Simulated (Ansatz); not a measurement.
A nudged elastic band was laid between two geometries of a periodic cell of 19 atoms, GeH2W8C8 (surface WC(001), adsorbate GeH2).

All numbers below come from Ansatz 0.2.0, DFT PBE, scalar-relativistic, plane waves, PAW. Settings: PAW set soft_1, cutoff 420 eV, k mesh 4x4x1, gaussian smearing 0.05 eV, no spin polarisation.

```
movable images  : 5
climbing image  : yes
spring          : 10.0 eV/Å²
optimiser       : quadratic models (default)
start path      : IDPP
force threshold : 0.05 eV/Å
iteration limit : 47
end points      : relaxed
atoms held      : 1, 5, 9, 13
```

Image 0:

```xyz
19
Lattice="5.6955 0.0000 0.0000 -2.8478 4.9325 0.0000 0.0000 0.0000 16.1959" Properties=species:S:1:pos:R:3
W 0.000 0.000 1.000
C 1.426 0.821 2.343
W -0.006 0.009 3.890
C 1.415 0.827 5.059
W -1.424 2.466 1.000
C 0.002 3.292 2.342
W -1.438 2.475 3.851
C -0.033 3.298 5.148
W 2.848 0.000 1.000
C 4.269 0.819 2.342
W 2.848 0.000 3.906
C 4.247 0.846 5.148
W 1.424 2.466 1.000
C 2.841 3.292 2.327
W 1.413 2.467 3.890
C 2.836 3.295 5.025
Ge -0.858 2.140 6.531
H 0.331 1.454 7.255
H -1.963 2.777 7.394
```

Image 6:

Only the atoms that move by more than 0.05 Å are listed.
```
C4 1.423 0.823 5.210
W7 -1.424 2.467 3.787
C16 2.852 3.287 5.161
Ge17 -1.426 2.468 6.295
H18 1.424 0.825 6.302
H19 -1.412 2.455 7.813
```

(1) What changes between the two ends?

(2) Give the energies along the band, and the barrier.

(3) What is the geometry of the highest image?

Results:

(1) Contacts lost: Ge17–H18. Contacts made: C4–H18, C16–Ge17. The atom that moves furthest is H18, by 1.58 Å; four of its nearest neighbours are Ge17 1.55, C4 2.53, H19 2.65, C8 2.82 Å at the first end and C4 1.09, W15 2.91, W11 2.91, W3 2.91 Å at the last.

(2) The run converged. The highest image is number 1 of 0 to 6, 0.033 eV above the first end and 1.782 eV above the last; the last end lies 1.749 eV below the first. By the program's own check the climbing image is a first-order saddle point (lowest curvatures found: -1.16 and 0.64 eV/Å²). Limits of this set-up: coarse k mesh, thin slab, slab without dipole correction, no dispersion correction for a molecule that may bind weakly, a typed lattice constant that wasn't relaxed here.

| image | path coordinate (Å) | energy (eV) | Ge17–H18 (Å) | C4–H18 (Å) | C16–Ge17 (Å) |
| --- | --- | --- | --- | --- | --- |
| 0 | 0.00 | 0.000 | 1.55 | 2.53 | 2.76 |
| 1 | 0.55 | 0.033 | 1.59 | 2.00 | 2.82 |
| 2 | 0.97 | -0.342 | 1.85 | 1.48 | 2.76 |
| 3 | 1.39 | -1.389 | 2.31 | 1.14 | 2.61 |
| 4 | 1.82 | -1.695 | 2.85 | 1.09 | 2.34 |
| 5 | 2.24 | -1.741 | 3.19 | 1.09 | 2.09 |
| 6 | 2.66 | -1.749 | 3.29 | 1.09 | 1.99 |

(3) 
```xyz
19
Lattice="5.6955 0.0000 0.0000 -2.8478 4.9325 0.0000 0.0000 0.0000 16.1959" Properties=species:S:1:pos:R:3
W 0.000 0.000 1.000
C 1.427 0.820 2.343
W -0.004 0.007 3.883
C 1.408 0.831 5.088
W -1.424 2.466 1.000
C 0.001 3.293 2.343
W -1.435 2.473 3.861
C -0.016 3.304 5.145
W 2.848 0.000 1.000
C 4.268 0.819 2.343
W 2.842 0.003 3.911
C 4.250 0.828 5.145
W 1.424 2.466 1.000
C 2.845 3.290 2.329
W 1.416 2.466 3.883
C 2.832 3.297 5.033
Ge -0.785 2.097 6.511
H 0.565 1.318 6.840
H -1.805 2.686 7.507
```

Time of the run: 18 min on 4 threads of Arm Neoverse V2 (shared host), peak memory 3.6 GiB.
